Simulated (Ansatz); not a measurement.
**HS (SMILES [SH]): UPBE/cc-pVDZ**

What is the electronic atomisation energy of HS at UPBE/cc-pVDZ? 

Program for the calculation: Ansatz 0.2.0.

55 further runs of the same task are left out: 2 that didn't finish, 53 set aside as unsound or not needed.

### Step 1. Starting point

HS has 2 atoms, charge 0, and is taken as a doublet. As SMILES, `[SH]`. The coordinates come from a PBE0-D4/def2-TZVP relaxation.

Bond lengths: S1–H2 1.346 Å.

### Step 2. The energy at UPBE/cc-pVDZ

File input.yaml:

```yaml
crystal:
  periodic: [false, false, false]
  atoms:
    - {symbol: S, position_ang: [0.574560, -0.187810, 0.295460]}
    - {symbol: H, position_ang: [-0.574560, 0.187810, -0.295460]}
basis:
  gaussian:
    orbitals: cc-pVDZ
magnetization:
  spin_polarized: true
  initial_magnetization: 1
hamiltonian:
  xc: pbe
accuracy: high
```

Command:

```sh
$ ansatz run input.yaml --threads 1 --pin off --max-ram 3480MiB --events-out events.jsonl --progress --plain --runs-dir runs
```

Standard output:

```text
Warning: RAYON_NUM_THREADS=1 ignored (pool sized by the plan → 1); use --threads N
Functional definition: PBE
  name "PBE"
  parameter kappa = 0.804
  parameter beta = 0.06672455060314922
  exchange = pbe_x(kappa = kappa, mu = beta*pi^2/3)
  correlation = pbe_c(beta = beta)
415 factors; integrals over basis functions are off by at most 3.0e-9 eV
mean field evaluation 1: about -10845.2737 eV, gradient 5.8e0 eV
mean field evaluation 2: about -10845.4079 eV, gradient 4.3e0 eV
mean field evaluation 4: about -10845.5184 eV, gradient 4.1e-1 eV
mean field evaluation 8: about -10845.5181 eV, gradient 4.3e-3 eV
mean field evaluation 16: about -10845.5181 eV, gradient 1.3e-7 eV
mean field evaluation 32: about -10845.5181 eV, gradient 5.3e-8 eV
mean field -10845.51805768 eV, -398.5654372635 hartree, gradient 5.3e-8 eV, S^2 0.752528; 1 other end points of the search recorded, 0 dependent functions left out
reference -10845.51805945 eV, -398.5654373287 hartree; 9, 8 occupied and 14, 15 virtual orbitals, 415 factors
Total energy: -10845.51805945 eV, -398.5654373287 hartree
```

It took 1.4 s on 1 thread of Arm Neoverse V1, shared host.

### Step 3. The H atom, same level

File input.yaml:

```yaml
crystal:
  periodic: [false, false, false]
  atoms:
    - {symbol: H, position_ang: [0.000000, 0.000000, 0.000000]}
basis:
  gaussian:
    orbitals: cc-pVDZ
magnetization:
  spin_polarized: true
  initial_magnetization: 1
hamiltonian:
  xc: {name: PBE}
accuracy: high
```

Command:

```sh
$ ansatz run input.yaml --threads 1 --pin off --max-ram 3480MiB --events-out events.jsonl --progress --plain --runs-dir runs
```

Standard output (excerpt; [...] marks lines left out):

```text
Warning: RAYON_NUM_THREADS=1 ignored (pool sized by the plan → 1); use --threads N
[... 6 set-up lines as earlier in the session ...]
15 factors; integrals over basis functions are off by at most 4.6e-8 eV
mean field evaluation 1: about -13.5665 eV, gradient 4.0e-1 eV
mean field evaluation 2: about -13.5663 eV, gradient 4.0e-1 eV
mean field evaluation 4: about -13.5684 eV, gradient 5.5e-6 eV
mean field evaluation 8: about -13.5684 eV, gradient 1.6e-10 eV
mean field -13.56836056 eV, -0.4986280535 hartree, gradient 1.2e-10 eV, S^2 0.750000; 0 other end points of the search recorded, 0 dependent functions left out
reference -13.56836236 eV, -0.4986281198 hartree; 1, 0 occupied and 4, 5 virtual orbitals, 15 factors
Total energy: -13.56836236 eV, -0.4986281198 hartree
```

It took 0.12 s on 1 thread of Arm Neoverse V1, shared host.

### Step 4. The S atom, same level

File job.yaml:

```yaml
crystal:
  periodic: [false, false, false]
  atoms:
    - {symbol: S, position_ang: [0.000000, 0.000000, 0.000000]}
basis:
  gaussian: {orbitals: cc-pVDZ}
magnetization: {spin_polarized: true, initial_magnetization: 2}
hamiltonian: {xc: pbe}
accuracy: high
```

Run the same way, it converges to -397.93044 Eh (log not shown).

### Step 5. Outcome

At UPBE/cc-pVDZ:

| quantity | value |
| --- | --- |
| molecule: total energy | -398.56544 Eh |
| molecule: ⟨S²⟩ | 0.753 |
| H atom: total energy | -0.49863 Eh |
| H atom: ⟨S²⟩ | 0.750 |
| S atom: total energy | -397.93044 Eh |
| S atom: ⟨S²⟩ | 2.002 |
| electronic atomisation energy | 3.711 eV |

Taking the molecule apart into free atoms costs 3.71 eV (358 kJ/mol), before zero-point energy and without spin-orbit coupling.
